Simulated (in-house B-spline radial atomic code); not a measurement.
# Gd⁵⁺: ionisation energy by several methods

Wanted: one ionisation energy, Gd⁵⁺ to configuration [Kr] 4d10 4f6 5s2 5p4, up the ladder of functionals.

Program: in-house B-spline radial atomic code version 1. Level of theory: non-relativistic, several functionals, spin-polarised; spherical all-electron atom at the radial basis limit. These are calculated values, not measurements, unless marked.

## Step 1: The system

- element: gadolinium (Z = 64)
- charge: +5
- electrons: 59
- configuration: [Kr] 4d10 4f6 5s2 5p5
- nucleus: point

Outer shells as boxes (Hund's rule):

[Kr] 4d10 4f6 5s2 5p5
```
[Kr] core
4d [↑↓][↑↓][↑↓][↑↓][↑↓]
4f [↑ ][↑ ][↑ ][↑ ][↑ ][↑ ][  ]
5s [↑↓]
5p [↑↓][↑↓][↑ ]
```

Where spins are not typed, each open shell is filled with up spins first.

## Step 2: exchange-only LDA

Settings, as recorded:

```ini
Z = 64
electrons = 59.0
configuration = [Kr] 4d10 4f6 5s2 5p5
hamiltonian = nr
method = lda,
spin_polarised = True
```

## Step 3: AM05

Changes to the settings of step 2:

```diff
@@ -4,3 +4,3 @@
 hamiltonian = nr
-method = lda,
+method = am05
 spin_polarised = True
```

## Step 4: PBEsol

Changes to the settings of step 3:

```diff
@@ -4,3 +4,3 @@
 hamiltonian = nr
-method = am05
+method = pbesol
 spin_polarised = True
```

## Step 5: TPSS

Changes to the settings of step 4:

```diff
@@ -4,3 +4,3 @@
 hamiltonian = nr
-method = pbesol
+method = tpss,tpss
 spin_polarised = True
```

## Step 6: SCAN

Settings, as recorded:

```ini
Z = 64
electrons = 59.0
configuration = [Kr] 4d10 4f6 5s2 5p5
hamiltonian = nr
method = scan,scan
spin_polarised = True
```

Before running: The tabulated ionisation energy is 89 ± 4 eV (tabulated theoretical; NIST Atomic Spectra Database). What does each method give, and which comes nearest?

The runs gave:

| method | rung | total energy (hartree) | ΔSCF (eV) | −ε highest (eV) | ΔSCF less tabulated (eV) |
| --- | --- | --- | --- | --- | --- |
| exchange-only LDA | LDA | -10805.0230 | 83.965 | 75.542 (4f up) | -5.035 |
| AM05 | GGA | -10811.3042 | 85.680 | 77.105 (4f up) | -3.320 |
| PBEsol | GGA | -10814.2645 | 85.644 | 77.031 (4f up) | -3.356 |
| TPSS | meta-GGA | -10817.7353 | 85.596 | 76.845 (4f up) | -3.404 |
| SCAN | meta-GGA | -10818.7999 | 85.721 | 77.483 (4f up) | -3.279 |

The tabulated ionisation energy is 89 ± 4 eV (tabulated theoretical; NIST Atomic Spectra Database). SCAN comes nearest (-3.279 eV) and exchange-only LDA is farthest (-5.035 eV, 5.7 %). The table's own uncertainty exceeds the spread between the methods, so their order is not settled. All methods miss on the same side by much the same amount, which points to something that they share. These runs lack relativity altogether, which can outweigh the gaps between the methods, so the nearest may be so by luck. These runs leave out relativity, which matters at this nuclear charge. Open shells are averaged (over orientations, and over spins where the run is restricted), while tables refer to the lowest levels. ΔSCF removes a 5p electron, which is never the highest level here, so the two columns refer to different electrons.
